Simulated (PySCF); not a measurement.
**C2H6ClI: a look at the electrons**

Aim: take C2H6ClI and find what binds its two fragments and compute its lowest excited states.

Method: levels as typed in each script, gas phase, geometry from start geometry of a pair search; program: PySCF 2.14.0.

## Step 1: Starting geometry

SMILES `CCl.CI`, 10 atoms, charge 0, spin multiplicity 1.

Bond lengths: C1–Cl2 1.775 Å, C1–H3 1.087 Å, C1–H4 1.085 Å, C1–H5 1.086 Å, C6–I7 2.143 Å, C6–H8 1.082 Å, C6–H9 1.083 Å, C6–H10 1.083 Å. Angles: Cl2–C1–H3 108.4°, Cl2–C1–H4 108.2°, Cl2–C1–H5 108.3°, H3–C1–H4 110.5°, H3–C1–H5 110.6°, H4–C1–H5 110.7°, I7–C6–H8 108.2°, I7–C6–H9 108.2°, I7–C6–H10 108.2°, H8–C6–H9 110.9°, H8–C6–H10 110.3°, H9–C6–H10 110.9°.

Coordinates:

```
atom    x (Å)    y (Å)    z (Å)
  C1  -4.7692  -0.4013   0.1650
 Cl2  -3.2697   0.5126  -0.0952
  H3  -5.6021   0.2971   0.1572
  H4  -4.7001  -0.8995   1.1267
  H5  -4.8704  -1.1265  -0.6374
  C6   0.0378  -0.9828  -0.1419
  I7   1.8851   0.0900   0.0252
  H8  -0.5696  -0.4966  -0.8945
  H9   0.2643  -2.0030  -0.4269
 H10  -0.4588  -0.9518   0.8200
```

## Step 2: Binding of the two fragments (TPSS/def2-svpd)

The input, input.py:

```python
import numpy as np
from pyscf import gto, scf, dft
from pyscf.scf import atom_ks, atom_hf
from scipy.linalg import block_diag
from pyscf.dispersion import dftd3

def solve(mol, dm0=None, hcore=None):
    mf = (dft.UKS if mol.spin else dft.RKS)(mol, xc='tpss')
    mf.grids.level = 3
    mf = mf.density_fit(auxbasis='def2-universal-jkfit')
    mf.conv_tol, mf.max_cycle = 1e-8, 80
    if hcore is not None:
        mf.get_hcore = lambda *args: hcore
    mf.kernel(dm0)
    if not mf.converged:
        mf = mf.newton().run(mf.mo_coeff, mf.mo_occ, max_cycle=30)
    assert mf.converged, 'SCF not converged'
    return mf

mol = gto.M(atom='''
C     -4.76922    -0.40129     0.16503
Cl    -3.26966     0.51261    -0.09519
H     -5.60205     0.29707     0.15723
H     -4.70009    -0.89955     1.12671
H     -4.87040    -1.12651    -0.63745
C      0.03782    -0.98281    -0.14187
I      1.88508     0.09001     0.02517
H     -0.56962    -0.49663    -0.89446
H      0.26427    -2.00305    -0.42689
H     -0.45876    -0.95176     0.81998
''', basis='def2-svpd', ecp={'I': 'def2-svpd'}, charge=0, spin=0, verbose=4)
mol_a = gto.M(atom='''
C     -4.76922    -0.40129     0.16503
Cl    -3.26966     0.51261    -0.09519
H     -5.60205     0.29707     0.15723
H     -4.70009    -0.89955     1.12671
H     -4.87040    -1.12651    -0.63745
ghost-C      0.03782    -0.98281    -0.14187
ghost-I      1.88508     0.09001     0.02517
ghost-H     -0.56962    -0.49663    -0.89446
ghost-H      0.26427    -2.00305    -0.42689
ghost-H     -0.45876    -0.95176     0.81998
''', basis='def2-svpd', charge=0, spin=0, verbose=4)
mol_b = gto.M(atom='''
ghost-C     -4.76922    -0.40129     0.16503
ghost-Cl    -3.26966     0.51261    -0.09519
ghost-H     -5.60205     0.29707     0.15723
ghost-H     -4.70009    -0.89955     1.12671
ghost-H     -4.87040    -1.12651    -0.63745
C      0.03782    -0.98281    -0.14187
I      1.88508     0.09001     0.02517
H     -0.56962    -0.49663    -0.89446
H      0.26427    -2.00305    -0.42689
H     -0.45876    -0.95176     0.81998
''', basis='def2-svpd', ecp={'I': 'def2-svpd'}, charge=0, spin=0, verbose=4)
ab, a, b = solve(mol), solve(mol_a), solve(mol_b)
e_int = ab.e_tot - a.e_tot - b.e_tot
print('counterpoise-corrected interaction energy / kcal/mol', e_int * 627.5095)
def disp(atoms, charge):
    m = gto.M(atom=atoms, charge=charge, basis='sto-3g', spin=None, unit='Bohr', verbose=0)
    return dftd3.DFTD3Dispersion(m, xc='tpss', version='d3bj').get_dispersion()['energy']
e_disp = disp(mol._atom, mol.charge) - disp(mol._atom[:5], mol_a.charge) - disp(mol._atom[5:], mol_b.charge)
print('D3(BJ) part / kcal/mol', e_disp * 627.5095)
# spherically averaged free atoms, for the promolecule
atom_ks.AtomSphAverageRKS.init_guess_by_vsap = lambda self, mol=None: self.init_guess_by_minao(mol)  # core potentials
atm = atom_ks.get_atm_nrks(mol, xc='tpss')
pro = block_diag(*[(atm[a[0]][2] * atm[a[0]][3]) @ atm[a[0]][2].T for a in mol._atom])
np.savez('result.npz', e_int=e_int, e_disp=e_disp, dm_a=a.make_rdm1(), dm_b=b.make_rdm1(), c=ab.mo_coeff, occ=ab.mo_occ, eps=ab.mo_energy, pro=pro, d=[f.dip_moment(verbose=0) for f in (ab, a, b)])
```

Command:

```console
$ OMP_NUM_THREADS=1 python input.py
```

## Step 4: Excited states (CAM-B3LYP/def2-svp)

The input, input.py:

```python
import numpy as np
from pyscf import gto, scf, dft, tdscf
from pyscf.scf import atom_ks, atom_hf
from scipy.linalg import block_diag

def solve(mol, dm0=None, hcore=None):
    mf = (dft.UKS if mol.spin else dft.RKS)(mol, xc='camb3lyp')
    mf.grids.level = 3
    mf = mf.density_fit(auxbasis='def2-universal-jkfit')
    mf.conv_tol, mf.max_cycle = 1e-8, 80
    if hcore is not None:
        mf.get_hcore = lambda *args: hcore
    mf.kernel(dm0)
    if not mf.converged:
        mf = mf.newton().run(mf.mo_coeff, mf.mo_occ, max_cycle=30)
    assert mf.converged, 'SCF not converged'
    return mf

mol = gto.M(atom='''
C     -4.76922    -0.40129     0.16503
Cl    -3.26966     0.51261    -0.09519
H     -5.60205     0.29707     0.15723
H     -4.70009    -0.89955     1.12671
H     -4.87040    -1.12651    -0.63745
C      0.03782    -0.98281    -0.14187
I      1.88508     0.09001     0.02517
H     -0.56962    -0.49663    -0.89446
H      0.26427    -2.00305    -0.42689
H     -0.45876    -0.95176     0.81998
''', basis='def2-svp', ecp={'I': 'def2-svp'}, charge=0, spin=0, verbose=4)
mf = solve(mol)
td = mf.TDA()
td.nstates, td.singlet, td.conv_tol = 5, True, 1e-5
td.kernel()
td.analyze()
x, y = np.array([p[0] for p in td.xy]), np.array([p[1] + 0 * p[0] for p in td.xy])
f, mu = td.oscillator_strength(), td.transition_dipole()
nto = [td.get_nto(state=i + 1, verbose=4) for i in range(len(td.e))]
# spherically averaged free atoms, for the promolecule
atom_ks.AtomSphAverageRKS.init_guess_by_vsap = lambda self, mol=None: self.init_guess_by_minao(mol)  # core potentials
atm = atom_ks.get_atm_nrks(mol, xc='camb3lyp')
pro = block_diag(*[(atm[a[0]][2] * atm[a[0]][3]) @ atm[a[0]][2].T for a in mol._atom])
np.savez('result.npz', e=td.e, f=f, ok=td.converged, w=[n[0] for n in nto], nto=[n[1] for n in nto], x=x, y=y, c=mf.mo_coeff, occ=mf.mo_occ, eps=mf.mo_energy, pro=pro, mu=mu)
```

(Steps that only read results are left out.)

Before running it: what results should come out? Wanted: interaction energy, counterpoise; lowest singlet excitation.

The runs gave:

```
                                         quantity          value
interaction energy, counterpoise (TPSS/def2-svpd)  +0.0 kcal/mol
   lowest singlet excitation (CAM-B3LYP/def2-svp)        5.18 eV
```

What this shows: The counterpoise-corrected interaction energy of the frozen fragments is 0.0 kcal/mol without dispersion correction and −1.0 kcal/mol with D3(BJ). All values hold at the given geometry, in the gas phase.
